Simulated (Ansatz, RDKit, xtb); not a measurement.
# C4H2F2N2: which of the isomers drawn lies lowest?

A sample of isomers of C4H2F2N2 is drawn. Aim: find which of them has the lowest free energy at 298.15 K, then its properties. The sample is small against all isomers, and the most stable one of this formula need not be in it.

The funnel: GFN2-xTB relaxations, single points with a density functional, relaxations at r2SCAN-D4/def2-SVP, harmonic vibrations (at GFN2-xTB), and a last energy at a higher level. All values are calculated.

### 1 Candidates

Isomers were taken from a list of plausible structures; this is a sample, not all of them. That gives 4 candidates.

| label | SMILES | spin |
| --- | --- | --- |
| c126 | Fc1cnc(F)nc1 | singlet |
| c188 | Fc1cncnc1F | singlet |
| c442 | Fc1ccnc(F)n1 | singlet |
| c813 | Fc1cc(F)ncn1 | singlet |

Candidates are built by distance geometry, with a force field where one applies, in up to four conformers (letters a to d).

Q: Predict the outcome of this search (final energies at CCSD(T)/def2-SVP + MP2/def2-TZVPP - MP2/def2-SVP).

| quantity | value |
| --- | --- |
| lowest structure found | Fc1ccnc(F)n1, singlet |
| next finalist | Fc1cc(F)ncn1, singlet, 1.6 kcal/mol higher in G |
| share at equilibrium, among the finalists | 93.5 % |

The search ends on `Fc1ccnc(F)n1`. The margin, 1.6 kcal/mol, is modest. GFN2-xTB, HF/STO-3G, r2SCAN-D4/def2-SVP, r2SCAN-D4/def2-SVP, relaxed, HF/def2-SVP and MP2/def2-SVP already put its bonding pattern lowest among the structures in one piece. Lowest found is not proven lowest: the search is finite, and each finalist counts with one conformer. Only 4 drawn patterns were tried, so whole families of isomers are missing, and the result ranks this sample alone. The lowest isomer need not be the one that is made and kept in a bottle, which depends on barriers.
